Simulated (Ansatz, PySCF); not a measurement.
# OsO3F2 in two programs

OsO3F2 (singlet), relaxed with PySCF 2.14.0, RKS B3LYP, Os def2-SVP with ECP60, O def2-SVP, F def2-SVP; non-relativistic Hamiltonian with scalar-relativistic core potentials where named; density fitting; no spin-orbit coupling:

```xyz
6

Os   -0.0056    0.0000    0.0000
O    -0.8590    0.0000    1.4744
O    -0.8590    0.0000   -1.4744
O     1.6981    0.0000    0.0000
F    -0.0047    1.8861    0.0000
F    -0.0047   -1.8861    0.0000
```

There the HOMO–LUMO gap is 4.91 eV. 

The same geometry by Ansatz 0.2.0 (PBE, PAW, a periodic box with 9 Å of vacuum):

```tsv
spin-orbit coupling	gap (eV)	largest force component (eV/Å)
without	3.16	0.40
```

(1) What does the run with spin-orbit coupling give?

The spin-orbit runs use fully relativistic datasets of their own, so changes of a few hundredths of an eV needn't come from the coupling.

The two programs differ in functional, so their gaps don't test each other.

Answers

(1) gap (eV): 3.00, largest force component (eV/Å): 0.36. It took 26 s on 2 threads of Intel(R) Xeon(R) Platinum 8259CL CPU @ 2.50GHz (Skylake/Cascade Lake), with other jobs on the host, peak memory 2.2 GiB.
